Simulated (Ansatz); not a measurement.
# Bi3PO3: the cost of one run

Method: DFT PBE, scalar-relativistic, plane waves, PAW, in Ansatz 0.2.0.

2 further runs of the same task are left out: 1 that didn't finish, 1 set aside as unsound or not needed.

### 1 The system as given

It takes space group Pm-3m (No. 221, cubic). The conventional cell has a = 5.222 Å, b = 5.222 Å, c = 5.222 Å, α = 90.00°, β = 90.00°, γ = 90.00°. Around Bi (site symmetry 4/mmm) lie 2 P at 2.61 Å and 4 O at 2.61 Å. P (site symmetry m-3m) has 6 Bi at 2.61 Å as nearest neighbours. O (site symmetry 4/mmm) has 4 Bi at 2.61 Å as nearest neighbours.

As a file:

```cif
data_structure
_symmetry_space_group_name_H-M 'Pm-3m'
_symmetry_Int_Tables_number 221
_cell_length_a 5.2221
_cell_length_b 5.2221
_cell_length_c 5.2221
_cell_angle_alpha 90.000
_cell_angle_beta 90.000
_cell_angle_gamma 90.000
_cell_volume 142.41
loop_
_atom_site_label
_atom_site_type_symbol
_atom_site_symmetry_multiplicity
_atom_site_Wyckoff_symbol
_atom_site_fract_x
_atom_site_fract_y
_atom_site_fract_z
_atom_site_occupancy
Bi1 Bi 3 c 0.50000 0.50000 0.00000 1
P1 P 1 b 0.50000 0.50000 0.50000 1
O1 O 3 d 0.50000 0.00000 0.00000 1
```

A structure generator made this guess: species swapped into a database cell of Ce3GaBr3 (Pm-3m, No. 221), with Bi on the Ce sites, P on the Ga sites and O on the Br sites. The dimensions are guesses.

### 2 The guess as it stands, on a coarse mesh

Contents of input.yaml:

```yaml
crystal:
  lattice:
    - [5.22214268, 0.0, 0.0]
    - [0.0, 5.22214268, 0.0]
    - [0.0, 0.0, 5.22214268]
  atoms:
    - { symbol: Bi, position: [0.5, 0.5, 0.0] }
    - { symbol: Bi, position: [0.0, 0.5, 0.5] }
    - { symbol: Bi, position: [0.5, 0.0, 0.5] }
    - { symbol: P, position: [0.5, 0.5, 0.5] }
    - { symbol: O, position: [0.5, 0.0, 0.0] }
    - { symbol: O, position: [0.0, 0.5, 0.0] }
    - { symbol: O, position: [0.0, 0.0, 0.5] }
basis:
  ecutwfc: 420
kpoints:
  mp_grid: { grid: [4, 4, 4] }
hamiltonian:
  xc: pbe
scf:
  occupations: { method: gaussian, width: 0.1 }
  lower_state_search: "off"
output:
  forces: true
  stress: true
  eigenvalues: true
```

Command:

```console
$ ansatz run input.yaml --threads 1 --pin off --max-ram 2048MiB --backend cpu --events-out ev --progress --plain --runs-dir out
```

**Question.** How long does this run take on 1 thread of Arm Neoverse N1, shared host, and how much memory does it need?

About 6.8 s, with a peak of 0.37 GiB.
